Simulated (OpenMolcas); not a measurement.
**Fe⁴⁺ among point charges: CASSCF and CASPT2 levels and susceptibility**

Aim: the splitting of the states of Fe⁴⁺ in the field of 4 point charges, its lowest levels with spin-orbit coupling and its magnetic susceptibility.

Program: OpenMolcas 26.06. Level of theory: state-averaged CASSCF and CASPT2, spin-orbit coupling by RASSI with atomic mean-field integrals. These are calculated values, not measurements, unless marked.

**1. The atom as given**

```
Species                           : Fe⁴⁺ (iron, Z = 26, 22 electrons)
Basis                             : ANO-RCC-VDZP [5s4p2d1f], 34 functions
Scalar Hamiltonian                : DKH2, point nucleus
Inactive shells                   : 1s 2s 2p 3s 3p
Active space                      : 4 electrons in 5 orbitals (3d)
Some configurations of this space : 3d4
Orbitals                          : optimised for each spin and parity, averaged over all roots
```

The outer shells:

3d4
```
3d [↑ ][↑ ][↑ ][↑ ][  ]
```

The ion sits among 4 point charges of -3 e arranged as a tetrahedron (Td), 2.05 Å from the ion.

Each step is its own input file, run in one work folder so that later steps find the files of earlier ones. Labels, J, g values, rates, χT and fits are worked out afterwards by a script from the matrices that RASSI stores.

**2. Basis and integrals**

Input file a.inp:

```
&GATEWAY
Coord
1

Fe 0.0 0.0 0.0
Basis=ANO-RCC-VDZP
Group=NoSym
NoMove
AngMom=0.0 0.0 0.0
AMFI
XField
4 Angstrom 0
1.183568 1.183568 1.183568 -3.000000
1.183568 -1.183568 -1.183568 -3.000000
-1.183568 1.183568 -1.183568 -3.000000
-1.183568 -1.183568 1.183568 -3.000000
&SEWARD
```

**3. Reference wave functions, quintets, 5 roots**

Input file a.inp:

```
&RASSCF
FileOrb=start.orb
Symmetry=1
Spin=5
nActEl=4 0 0
Inactive=9
Ras2=5
CIRoot=5 5 1
SDav=5
CIMx=300
Iter=120 100
PrWF=0.3
OrbListing=Nothing
MaxOrb=0
>>> COPY $Project.JobIph JOB001
```

start.orb holds the contracted functions of the basis, ordered by shell, or the orbitals of the step before.

**4. Reference wave functions, triplets, 45 roots**

Input file a.inp:

```
&RASSCF
FileOrb=start.orb
Symmetry=1
Spin=3
nActEl=4 0 0
Inactive=9
Ras2=5
CIRoot=45 45 1
SDav=45
CIMx=300
Iter=120 100
PrWF=0.3
OrbListing=Nothing
MaxOrb=0
>>> COPY $Project.JobIph JOB002
```

**5. CASSCF: singlets, 50 roots**

Input file a.inp:

```
&RASSCF
FileOrb=start.orb
Symmetry=1
Spin=1
nActEl=4 0 0
Inactive=9
Ras2=5
CIRoot=50 50 1
SDav=50
CIMx=300
Iter=120 100
PrWF=0.3
OrbListing=Nothing
MaxOrb=0
>>> COPY $Project.JobIph JOB003
```

**6. RASSI: spin-orbit coupling between the states**

Input file a.inp:

```
&RASSI
NrOfJobIphs=3 5 45 50
1 2 3 4 5
1 2 3 4 5 6 7 8 9 10 11 12 13 14 15 16 17 18 19 20 21 22 23 24 25 26 27
28 29 30 31 32 33 34 35 36 37 38 39 40 41 42 43 44 45
1 2 3 4 5 6 7 8 9 10 11 12 13 14 15 16 17 18 19 20 21 22 23 24 25 26 27
28 29 30 31 32 33 34 35 36 37 38 39 40 41 42 43 44 45 46 47 48 49 50
IphNames
JOB001
JOB002
JOB003
EJob
SpinOrbit
DIPRint=1.0
SOCoupling=1000.0
Subsets=2
Property=9
'ANGMOM' 1 'ANGMOM' 2 'ANGMOM' 3 'MLTPL  1' 1 'MLTPL  1' 2 'MLTPL  1' 3
'AMFI' 1 'AMFI' 2 'AMFI' 3
SOProperty=3
'ANGMOM' 1 'ANGMOM' 2 'ANGMOM' 3
```

**7. CASPT2: IPEA 0.25, imaginary shift 0.1 (closed shells correlated: 3s 3p)**

Input file a.inp:

```
>>> COPY JOB001 $Project.JobIph
&CASPT2
Multistate=5 1 2 3 4 5
NoMult
Frozen=5
IPEA=0.25
Imaginary=0.1
MaxIter=60
WThr=0.0 0.3 0.05
PrWF=0.5
NoMix
>>> COPY JOB002 $Project.JobIph
&CASPT2
Multistate=45 1 2 3 4 5 6 7 8 9 10 11 12 13 14 15 16 17 18 19 20 21 22
23 24 25 26 27 28 29 30 31 32 33 34 35 36 37 38 39 40 41 42 43 44 45
NoMult
Frozen=5
IPEA=0.25
Imaginary=0.1
MaxIter=60
WThr=0.0 0.3 0.05
PrWF=0.5
NoMix
>>> COPY JOB003 $Project.JobIph
&CASPT2
Multistate=50 1 2 3 4 5 6 7 8 9 10 11 12 13 14 15 16 17 18 19 20 21 22
23 24 25 26 27 28 29 30 31 32 33 34 35 36 37 38 39 40 41 42 43 44 45 46
47 48 49 50
NoMult
Frozen=5
IPEA=0.25
Imaginary=0.1
MaxIter=60
WThr=0.0 0.3 0.05
PrWF=0.5
NoMix
```

(Steps that only read results are left out.)

Before running it: what results should come out? Wanted: spin-free ground state; first state of the same spin within the active space; lowest level; next level.

**Answer**, as computed:

| quantity | value |
| --- | --- |
| method | SS-CASPT2, IPEA 0.25, imaginary shift 0.1 (closed shells correlated: 3s 3p) |
| spin-free ground state | 5T2, 3-fold in its orbital part |
| first state of the same spin within the active space | 5E at 1400 cm⁻¹ |
| lowest level | 1-fold A1 |
| next level | 111.8 cm⁻¹ |
| χT at 300 K | 1.71 cm³ K/mol |
| effective moment at 300 K | 3.69 μB |

Cost by method:

```tsv
method	time of its own steps	time with the reference
A. CASSCF	18 s	18 s
B. SS-CASPT2, IPEA 0.25, imaginary shift 0.1, +3s 3p	6.3 s	24 s
```

Times are of one thread on a shared host.

**Reading.** The spin-free ground state (5T2) comes to 100 % from free-ion D terms and keeps the highest spin of the shell. χT at 300 K is 1.71, against 3.01 cm³ K/mol for the spin alone, so spin-orbit coupling lowers it. An active space of the d shell alone favours high spin; real ions in strong fields can be low spin. CASPT2 does not keep the components of a term degenerate, and the means are used. The field of point charges can differ much from that of real complexes. This is an electrostatic model: the charges have no orbitals.
